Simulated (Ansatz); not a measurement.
The system is LiY3.

```
Y Li
1.0
     0.00000    3.89985    3.89985
     3.89985    0.00000    3.89985
     3.89985    3.89985    0.00000
Y Li
3 1
Cartesian
  3.8999 3.8999 3.8999
  5.8498 5.8498 5.8498
  1.9499 1.9499 1.9499
  0.0000 0.0000 0.0000
```

The cell comes from a database or a generator and needn't be the stable form of this composition.

```yaml
Program: Ansatz 0.2.0
Task: relaxation of cell and atoms
Functional: PBE
Dispersion: D4
Potentials_or_basis: Ansatz PAW
Cutoff: "420 eV (not typed: the program's choice for these potentials)"
k_mesh: 6 × 6 × 6
Occupations: fermi-dirac, width 0.05 eV
Spin: no spin polarisation
```

At the start: volume 29.66 Å³/atom.

**Question.** How do energy, volume and symmetry change on relaxing?

**Answer.** It ends after 4 steps and the volume is 28.83 Å³/atom (-2.8 %); space group Fm-3m (No. 225, to 0.05 Å).

Step by step:
```
step  energy change (eV)  largest force (eV/Å)  volume (Å³)
   1              0.0000                0.0000       118.62
   2             -0.0097                0.0000       114.91
   3             -0.0099                0.0000       115.33
   4             -0.0098                0.0000       115.33
```

Final structure:
```yaml
crystal:
  lattice:
    - [0.00000, 3.86344, 3.86344]
    - [3.86344, 0.00000, 3.86344]
    - [3.86344, 3.86344, 0.00000]
  atoms:
    - { symbol: Y, position: [0.50000, 0.50000, 0.50000] }
    - { symbol: Y, position: [0.75000, 0.75000, 0.75000] }
    - { symbol: Y, position: [0.25000, 0.25000, 0.25000] }
    - { symbol: Li, position: [0.00000, 0.00000, 0.00000] }
```

Caveat: the plane-wave basis is chosen anew once the cell has moved, so the energies of steps on either side of that aren't comparable; pairwise dispersion overbinds metals, which lowers pressure and volume.
